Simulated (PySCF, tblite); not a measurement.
# C₄H₄Cl₃ radical: geometry, infrared bands and EPR parameters

Aim: predict the infrared bands and EPR parameters of C₄H₄Cl₃ radical (`[CH2]/C=C\C(Cl)(Cl)Cl`).

The runs use tblite 0.8.0 and PySCF 2.14.0, with density-fitted response routines of our own; the level of theory stands in each step. All values are computed, except where a source is named. Atoms are numbered from 0 throughout.

### 1 Starting geometry

11 atoms, charge 0, multiplicity 2; geometry from: force field or distance geometry start.

Bonds of the start (Å): C0–C1 1.43, C1–C2 1.35, C2–C3 1.50, C3–Cl4 1.79, C3–Cl5 1.78, C3–Cl6 1.79, C0–H7 1.09, C0–H8 1.08, C1–H9 1.10, C2–H10 1.09.

### 2 Geometry optimisation with GFN2-xTB

What the job is given:

```
{"job": {"kind": "relax", "xc": "GFN2-xTB", "basis": "xTB"}, "charge": 0, "multiplicity": 2}
C     -1.484800    -0.946800     0.413500
C     -0.885600     0.324200     0.696800
C      0.298900     0.782300     0.239100
C      1.287400     0.168100    -0.714900
Cl     2.661300     1.296600    -0.939900
Cl     0.551300    -0.146400    -2.307700
Cl     1.953300    -1.346600    -0.029900
H     -2.441400    -1.176400     0.878000
H     -1.043900    -1.681100    -0.244600
H     -1.452900     0.952000     1.393600
H      0.561900     1.776700     0.589900
```

Run with:

```bash
OMP_NUM_THREADS=1 python probes_run.py task.json out
```

One launch serves the whole session: the jobs run in the order shown.

**Question.** This job is followed by: GFN2-xTB harmonic vibrations, gas phase; UKS B3LYP, pcH-1 on C Cl H, non-relativistic, mean-field spin-orbit, GIAO. Predict these results of the whole session: strongest single infrared mode (GFN2-xTB); zero-point energy (GFN2-xTB); g(iso) (B3LYP); ⟨S²⟩; largest a(iso) (averaged by class); potential on the surface of density 0.002 e/bohr³, 1st and 99th percentile.

As calculated:

| quantity | value |
| --- | --- |
| strongest single infrared mode (GFN2-xTB) | 3165 cm⁻¹, 30 km/mol |
| zero-point energy (GFN2-xTB) | 40.4 kcal/mol |
| g(iso) (B3LYP) | 2.00404 |
| ⟨S²⟩ | 0.776 (exact 0.75) |
| largest a(iso) (averaged by class) | 13C on C2, 58.5 MHz |
| potential on the surface of density 0.002 e/bohr³, 1st and 99th percentile | -0.53 V and 1.21 V |

In words: Relaxing lowered the energy by 0.189 eV in 23 steps; the close pair that moved most is C0–C1, from 1.433 to 1.365 Å. No mode is imaginary among the 27: a minimum at this level. The strongest single mode, at 3165 cm⁻¹, moves mainly H8 and H7. Unscaled tight-binding wavenumbers are off by several per cent, some by more. Its intensities can rank the bands wrongly. The largest spin populations lie on C2 (0.65 e), C0 (0.62 e). The isotropic g lies 1.7 ppt above the free-electron value. The conformer search found further structures of the same energy, which may be mirror or relabelled copies of this one.
